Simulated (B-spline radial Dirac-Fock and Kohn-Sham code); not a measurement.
# Inner shells of Sr¹⁶⁺

What does theory give for the Sr¹⁶⁺ ion? The session works out its X-ray form factor and Compton profile and the binding energy of each subshell.

Program: B-spline radial Dirac-Fock and Kohn-Sham code, version 2. Model: a free atom or ion on a radial basis; each step names its model. All values are calculated, but those marked as tabulated.

## Step 1: The atom as given

Sr¹⁶⁺ in the configuration [Ar] 3d4.

- nuclear charge: 38
- electrons: 22
- mass number: 88
- nuclear rms radius: 4.224 fm

## Step 2: Scattering by the electron cloud

Model: Dirac-Fock average of configuration, finite nucleus; form factor of the spherical density, Waller-Hartree incoherent function, impulse-approximation Compton profiles.

Recorded inputs:

```ini
task = scatter
Z = 38
charge = 16
configuration = 1s2 2s2 2p6 3s2 3p6 3d4
mass_number = 88
rms_radius = 4.224  # fm
s = [0.0, 0.04, 0.05, 0.06, 0.07, 0.09, 0.11, 0.14, 0.17, 0.21, 0.26, 0.33, 0.4, 0.49, 0.61, 0.75, 0.93, 1.15, 1.41, 1.74, 2.15, 2.65, 3.27]  # 1/A
pz = [0, 0.1, 0.2, 0.3, 0.4, 0.5, 0.6, 0.8, 1.0, 1.2, 1.4, 1.6, 1.8, 2.0, 2.5, 3.0, 4.0, 5.0, 7.0, 10.0, 15.0, 20.0, 30.0, 40.0, 60.0, 100.0]  # a.u.
photon_energy = [1000, 2000, 17479.3, 20000, 30000, 100000, 500000, 1000000]  # eV
```

From the run's result record (rounded, not every field):

```text
status: converged
form_factor [e]: [22.0, 21.965, 21.945, 21.921, 21.892, 21.823, 21.736, 21.574, 21.377, 21.06, 20.584, 19.787, 18.868, 17.559, 15.71, 13.59, 11.185, 8.9548, 7.2639, 6.0537, 5.108, 4.1098, 3.0207]
incoherent: [-4.7606e-12, 0.033774, 0.052721, 0.075831, 0.10307, 0.16981, 0.25261, 0.406, 0.59289, 0.89072, 1.3333, 2.0623, 2.8863, 4.0289, 5.5923, 7.3362, 9.3102, 11.261, 13.014, 14.649, 16.15, 17.528, 18.735]
compton_total [1/a.u.]: [1.792, 1.7913, 1.7895, 1.7864, 1.782, 1.7764, 1.7696, 1.7522, 1.7299, 1.7029, 1.6711, 1.6349, 1.5945, 1.5502, 1.4258, 1.2884, 1.0105, 0.77309, 0.47062, 0.26422, 0.11707, 0.057142, 0.018026, 0.0070582, 0.001484, 0.00014694]
shells: ["1s1/2", "2s1/2", "2p1/2", "2p3/2", "3s1/2", "3p1/2", "3p3/2", "3d3/2", "3d5/2"]
occupation: [2.0, 2.0, 2.0, 4.0, 2.0, 2.0, 4.0, 1.6, 2.4]
mean_momentum [a.u.]: [33.376, 11.61, 15.592, 15.167, 5.7035, 6.7686, 6.656, 7.8725, 7.8306]
r2 [bohr^2]: 2.9904
r_inverse [1/bohr]: 182.88
r1 [bohr]: 6.6559
coherent [b]: [319.89, 313.78, 108.55, 92.389, 55.408, 8.1782, 0.40427, 0.10293]
incoherent_cross_section [b]: [0.045285, 0.17761, 5.3531, 5.941, 7.5386, 9.4048, 6.2628, 4.62]
radial_jk:
  3d: {"j0": [1.0, 0.99753, 0.99615, 0.99446, 0.99246, 0.98757, 0.9815, 0.97021, 0.9564, 0.93428, 0.90112, 0.84581, 0.78224, 0.69238, 0.56672, 0.42473, 0.26741, 0.12767, 0.032132, -0.01653, -0.025486, -0.016857, -0.0072304], "j2": [0.0, 0.00098662, 0.00154, 0.0022147, 0.0030099, 0.0049571, 0.0073707, 0.011836, 0.017265, 0.025887, 0.038624, 0.05936, 0.082332, 0.11304, 0.15187, 0.18822, 0.21457, 0.21566, 0.18671, 0.13356, 0.076297, 0.03407, 0.011133], "j4": [0.0, 4.0884e-07, 9.971e-07, 2.0649e-06, 3.8198e-06, 1.0399e-05, 2.3099e-05, 6.0087e-05, 0.00012924, 0.00029574, 0.00067647, 0.0016752, 0.0034148, 0.0070392, 0.014669, 0.02752, 0.04836, 0.074662, 0.098005, 0.10871, 0.09861, 0.072781, 0.04367], "r2": 0.20956, "r4": 0.077322, "r6": 0.044619}
```

Form factor and incoherent function, every second point:

```csv
s (1/Å),f (e),f / N,S(s)
0,22.00,1.000,0
0.0500,21.95,0.998,0.05272
0.0700,21.89,0.995,0.1031
0.110,21.74,0.988,0.2526
0.170,21.38,0.972,0.5929
0.260,20.58,0.936,1.333
0.400,18.87,0.858,2.886
0.610,15.71,0.714,5.592
0.930,11.19,0.508,9.310
1.41,7.264,0.330,13.01
2.15,5.108,0.232,16.15
3.27,3.021,0.137,18.74
```

## Step 3: Core and valence levels

Model: Dirac-Fock average of configuration, Delta-SCF, finite nucleus, first-order Breit with its frequency dependence, self-energy and vacuum polarisation.

Settings, as recorded:

```ini
task = binding
```

From the run's result record (rounded, not every field):

```text
status: converged
shells: ["K", "L1", "L2", "L3", "M1", "M2", "M3", "M4,5"]
total_energy_parts [Ha]: [-3051.37789, 1.86858729, -0.179454953, -0.00997661309, 1.27774078, -0.134677397]
koopmans [eV]: [16727.6, 2777.88, 2567.98, 2498.69, 822.864, 742.678, 729.595, 610.547]
dirac_coulomb [eV]: [16690.8, 2765.66, 2553.6, 2484.78, 821.143, 740.782, 727.789, 608.266]
gaunt [eV]: [-28.6999, -2.37438, -4.18593, -2.99979, -0.402101, -0.717475, -0.49071, -0.13655]
retardation [eV]: [1.97691, 0.124891, 0.446622, 0.446924, 0.0274289, 0.0884028, 0.0886595, 0.0278124]
breit_frequency [eV]: [0.120186, -0.0134583, -0.00182469, 0.050976, -0.00329768, -0.00173405, 0.00914202, -0.00117653]
self_energy [eV]: [-14.5169, -1.63654, 0.1673, 0.0203858, -0.332077, 0.0301076, 0.00264525, 0.024675]
vacuum_polarisation [eV]: [1.56923, 0.164331, -0.00992275, -0.0119989, 0.0323369, -0.00205364, -0.00251621, -0.00220176]
binding [eV]: [16651.2, 2761.92, 2550.01, 2482.28, 820.466, 740.179, 727.396, 608.178]
mean_radius [bohr]: [0.0391516, 0.170984, 0.146748, 0.150797, 0.458188, 0.450407, 0.457965, 0.423392]
```

total_energy_parts: Dirac-Coulomb, Gaunt, retardation, frequency dependence, self-energy, vacuum polarisation. 

Each level as Koopmans' value plus corrections (eV):

```csv
level,-ε,relaxation,Breit,QED,binding
K (1s),16727.6,-36.82,-26.60,-12.95,16651.2
L1 (2s),2777.9,-12.22,-2.26,-1.47,2761.9
L2 (2p1/2),2568.0,-14.38,-3.74,0.16,2550.0
L3 (2p3/2),2498.7,-13.92,-2.50,0.01,2482.3
M1 (3s),822.9,-1.72,-0.38,-0.30,820.5
M2 (3p1/2),742.7,-1.90,-0.63,0.03,740.2
M3 (3p3/2),729.6,-1.81,-0.39,0.00,727.4
"M4,5 (3d)",610.5,-2.28,-0.11,0.02,608.2
```

Line energies follow by subtraction:

```csv
line,energy (eV)
Kβ1 (K-M3),15923.8
Kβ3 (K-M2),15911.1
Kα1 (K-L3),14169.0
Kα2 (K-L2),14101.2
Lβ3 (L1-M3),2034.5
Lβ4 (L1-M2),2021.7
Lη (L2-M1),1729.5
Lℓ (L3-M1),1661.8
```

## Step 4: Results

```
                             quantity         value
     rms radius of the electron cloud    0.369 bohr
                form factor halves at      0.95 1/Å
              Compton profile at zero  1.792 1/a.u.
         deepest level listed, K (1s)    16651.2 eV
               least bound, M4,5 (3d)      608.2 eV
                                  Kα1    14169.0 eV
ionisation energy, NIST (theoretical)    612.000 eV
```

What this shows: The form factor starts at the 22 electrons and halves by s = 0.95 1/Å. Incoherent scattering outweighs coherent from 100 keV on, among the energies asked. The K (1s) level lies 36.8 eV under Koopmans' value by relaxation alone; Breit gives -26.60 and QED -12.95 eV. NIST's ionisation energy differs by +3.82 eV from the least binding energy; the calculation averages open shells over their j components and terms. The Hartree-Fock and Dirac-Fock values hold no electron correlation.
